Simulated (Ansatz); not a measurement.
**CHBr2Cl: one species, many methods**

Aim: compute CHBr2Cl with functionals from several rungs and with coupled cluster, and see how far each lands from CCSD(T) at the basis-set limit for the atomisation energy.

Method: functionals in def2-TZVPP, the program's frozen cores in correlated methods; program: Ansatz 0.2.0, Gaussian basis.

Plan: LDA (SPW92), PBE-D4, revPBE-D4, BLYP-D4, r2SCAN-D4, B97M-V, PBE0-D4, B3LYP-D4, r2SCANh-D4, r2SCAN0-D4, HSE06-D4, BHLYP-D4, CAM-B3LYP-D4, LC-ωPBE, ωB97X-V, ωB97M-V, B2PLYP, PBE-QIDH; CCSD(T)/def2-SVP; CCSD(T)/def2-TZVPP; MP2/def2-QZVPP; extrapolation to the limit; RPA on PBE.

## Step 1: The relaxed structure

An earlier PBE0-D4 in a triple-zeta def2 set relaxation fixed the geometry.

SMILES `ClC(Br)Br`, 5 atoms, charge 0, spin multiplicity 1.

Atoms are counted from 1 here; the program's logs count them from 0.

Bond lengths: Cl1–C2 1.749 Å, C2–Br3 1.928 Å, C2–Br4 1.928 Å, C2–H5 1.083 Å. Angles: Cl1–C2–Br3 111.6°, Cl1–C2–Br4 111.6°, Cl1–C2–H5 108.5°, Br3–C2–Br4 111.4°, Br3–C2–H5 106.7°, Br4–C2–H5 106.7°.

## Step 2: LDA

This LDA is Slater exchange with PW92 correlation.

in.yaml

```yaml
crystal:
  periodic: [false, false, false]
  atoms:
    - {symbol: Cl, position_ang: [-0.653944, 0.356493, 1.574626]}
    - {symbol: C, position_ang: [0.066471, 0.094289, 0.002685]}
    - {symbol: Br, position_ang: [1.219463, -1.450850, -0.001404]}
    - {symbol: Br, position_ang: [-1.270883, -0.021733, -1.381109]}
    - {symbol: H, position_ang: [0.688792, 0.948200, -0.236098]}
basis:
  gaussian: {orbitals: def2-TZVPP}
hamiltonian: {xc: lda}
output: {orbitals: {seedname: orbitals}}
```

The run is started by

```bash
ansatz run in.yaml --threads 4 --pin off --events-out ev --progress --plain --max-ram 10444MiB
```

The runs that follow: PBE-D4 (GGA); revPBE-D4 (GGA); BLYP-D4 (GGA); r2SCAN-D4 (meta-GGA); B97M-V (meta-GGA); B3LYP-D4 (hybrid); r2SCANh-D4 (hybrid); r2SCAN0-D4 (hybrid); HSE06-D4 (hybrid); BHLYP-D4 (hybrid); CAM-B3LYP-D4 (range-separated); LC-ωPBE (range-separated); ωB97X-V (range-separated); ωB97M-V (range-separated); B2PLYP (double hybrid); PBE-QIDH (double hybrid); CCSD(T) in def2-SVP; CCSD(T) in def2-TZVPP; MP2 in def2-QZVPP; RPA on PBE orbitals.

**Question.** What will the summary of the whole plan be? Wanted: atomisation energy, CCSD(T)/CBS; farthest beyond LDA; mean size of error, GGA; mean size of error, meta-GGA; mean size of error, hybrid; mean size of error, range-separated; mean size of error, double hybrid; gap, smallest and largest; T1 diagnostic.

The runs gave:

```
                               quantity                                                value
        atomisation energy, CCSD(T)/CBS                                       323.2 kcal/mol
functionals within 3.2 kcal/mol (1.0 %)  revPBE-D4, r2SCAN-D4, PBE0-D4, r2SCANh-D4, PBE-QIDH
                    farthest beyond LDA                            BHLYP-D4 (-24.6 kcal/mol)
                mean size of error, GGA                                         7.8 kcal/mol
           mean size of error, meta-GGA                                         2.5 kcal/mol
             mean size of error, hybrid                                         8.5 kcal/mol
    mean size of error, range-separated                                         7.0 kcal/mol
      mean size of error, double hybrid                                         6.3 kcal/mol
              gap, smallest and largest                4.33 eV (BLYP-D4), 11.86 eV (LC-ωPBE)
                          T1 diagnostic                                               0.0079
triples share of the correlation energy                                                3.9 %
```

What this shows: The LDA atomisation energy is off by 69.4 kcal/mol (21 %): it overbinds. PBE-D4 is off by +15.0 kcal/mol. Double hybrids carry the basis error of their MP2 part in triple zeta, and no dispersion term here, so their miss is partly the set-up's. By mean error the best rung here is meta-GGA (2.5 kcal/mol) and the worst beyond LDA is hybrid (8.5 kcal/mol). The mean of the hybrids holds BHLYP, with half exact exchange. The reference freezes the cores and leaves out relativity and excitations past (T), and its outer-core shells are covered unevenly, so misses under about 3.2 kcal/mol can't be ranked. All levels share the lack of spin-orbit coupling, which lowers the free heavy atoms and so the true binding. Hartree-Fock recovers 62 % of the binding; the rest is correlation. CCSD(T) in def2-SVP is off by -32.7 kcal/mol, worse than the median functional, from the basis alone. Orbital gaps span 4.3 to 11.9 eV; exact exchange widens them. Correlated methods include outer-core shells of Br, which these sets cover unevenly.
